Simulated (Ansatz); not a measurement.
**AlF2H3OS (built from SMILES O.[F][Al]([F])[SH]): a barrier at many levels of theory**

Aim: the barrier and energy of one elementary step (Al1–O6 tightened, S2–H5 formed, Al1–S2 loosened, H5–O6 broken) from LDA up to coupled cluster, on fixed structures, to see where each rung fails.

Method: single points in def2-TZVPP on PBE0-D4/def2-TZVP structures; program: Ansatz 0.2.0, Gaussian basis.

Levels: SPW92, PBE-D4, BLYP-D4, r2SCAN-D4, B97M-V, PBE0-D4, B3LYP-D4, r2SCAN0-D4, BHLYP-D4, CAM-B3LYP-D4, wB97X-V, wB97M-V, B2PLYP, PBE-QIDH, RPA on PBE, Hartree-Fock, MP2, CCSD, CCSD(T). The reference is CCSD(T) at the basis limit, from triple and quadruple zeta. Zero-point energies come from PBE0-D4 vibrations.

Correlated methods freeze the cores. B3LYP uses VWN-RPA correlation. B2PLYP carries no dispersion term here.

23 further runs of the same task are left out: 23 set aside as unsound or not needed.

## (1) Start, saddle and end, as given

Charge 0, multiplicity 1. The folders r, ts and p hold the start, the saddle and the end; their coordinates stand in the first inputs.

| pair | r (Å) | ts (Å) | p (Å) |
| --- | --- | --- | --- |
| Al1–O6 | 1.955 | 1.790 | 1.696 |
| S2–H5 | 2.928 | 1.556 | 1.345 |
| Al1–S2 | 2.202 | 2.374 | 2.482 |
| H5–O6 | 0.967 | 1.362 | 3.265 |

## (2) wB97M-V/def2-TZVPP

File r/in.yaml:

```yaml
crystal:
  periodic: [false, false, false]
  atoms:
    - {symbol: Al, position_ang: [-0.412874, -0.228259, -0.585296]}
    - {symbol: S, position_ang: [1.642572, 0.298484, -1.172500]}
    - {symbol: F, position_ang: [-0.790701, -1.842315, -0.518550]}
    - {symbol: F, position_ang: [-1.609442, 0.829160, -0.997226]}
    - {symbol: H, position_ang: [0.637525, 0.235195, 1.576933]}
    - {symbol: O, position_ang: [-0.268849, -0.017762, 1.353474]}
    - {symbol: H, position_ang: [1.287541, 1.557634, -1.481849]}
    - {symbol: H, position_ang: [-0.485774, -0.832237, 1.825014]}
basis:
  gaussian: {orbitals: def2-TZVPP}
hamiltonian: {xc: {name: wB97M-V}}
```

File ts/in.yaml:

```yaml
crystal:
  periodic: [false, false, false]
  atoms:
    - {symbol: Al, position_ang: [-0.674367, -0.349738, -0.424797]}
    - {symbol: S, position_ang: [1.591852, 0.275713, -0.756019]}
    - {symbol: F, position_ang: [-0.894193, -1.964394, -0.665423]}
    - {symbol: F, position_ang: [-1.679525, 0.727832, -1.155784]}
    - {symbol: H, position_ang: [0.964593, 0.242450, 0.667815]}
    - {symbol: O, position_ang: [-0.243914, 0.048858, 1.266061]}
    - {symbol: H, position_ang: [1.275391, 1.569733, -0.941284]}
    - {symbol: H, position_ang: [-0.339840, -0.550555, 2.009430]}
basis:
  gaussian: {orbitals: def2-TZVPP}
hamiltonian: {xc: {name: wB97M-V}}
```

File p/in.yaml:

```yaml
crystal:
  periodic: [false, false, false]
  atoms:
    - {symbol: Al, position_ang: [-0.767013, -0.299422, -0.059895]}
    - {symbol: S, position_ang: [1.621585, 0.241955, -0.461221]}
    - {symbol: F, position_ang: [-0.857179, -1.698691, -0.940220]}
    - {symbol: F, position_ang: [-1.385917, 1.062579, -0.768125]}
    - {symbol: H, position_ang: [1.531668, 1.436014, 0.151294]}
    - {symbol: O, position_ang: [-0.762448, -0.350838, 1.635431]}
    - {symbol: H, position_ang: [1.433753, 0.778220, -1.680669]}
    - {symbol: H, position_ang: [-0.814450, -1.169920, 2.123405]}
basis:
  gaussian: {orbitals: def2-TZVPP}
hamiltonian: {xc: {name: wB97M-V}}
```

The command line of these runs was not kept.

Further steps of the session: CCSD(T)/def2-TZVPP; MP2/def2-QZVPP; Vibrations of the start structure; Vibrations of the end structure.

What does the calculation give? Wanted: barrier, CCSD(T)/CBS; reverse barrier, CCSD(T)/CBS; step energy, CCSD(T)/CBS; barrier with zero-point energy; step energy with zero-point energy; imaginary mode at the saddle; largest T1 diagnostic.

**Answer**, as computed:

| quantity | value |
| --- | --- |
| barrier, CCSD(T)/CBS | 0.732 eV |
| reverse barrier, CCSD(T)/CBS | 0.502 eV |
| step energy, CCSD(T)/CBS | +0.230 eV |
| barrier with zero-point energy | 0.591 eV |
| step energy with zero-point energy | +0.141 eV |
| imaginary mode at the saddle | 873i cm⁻¹ |
| largest T1 diagnostic | 0.012 |

**Reading.** The functionals run from wB97M-V, off by -0.025 eV, to SPW92, off by -0.412 eV, against CCSD(T)/CBS. Mean unsigned error by rung: LDA 0.412, GGA 0.258, meta-GGA 0.117, hybrid 0.094, range-separated hybrid 0.044, double hybrid 0.053 eV. PBE-D4 gives a barrier 0.280 eV too low, outside chemical accuracy (1 kcal/mol, 0.043 eV). Every functional without exact exchange puts the barrier too low, the usual mark of self-interaction error, which favours the spread-out density of a saddle. The barrier rises with the share of exact exchange, from BLYP-D4 through B3LYP-D4 to BHLYP-D4 (-0.237, -0.113, +0.069 eV). Hartree-Fock, with no correlation, is off by +0.414 eV. Zero-point motion lowers the barrier by 0.142 eV.
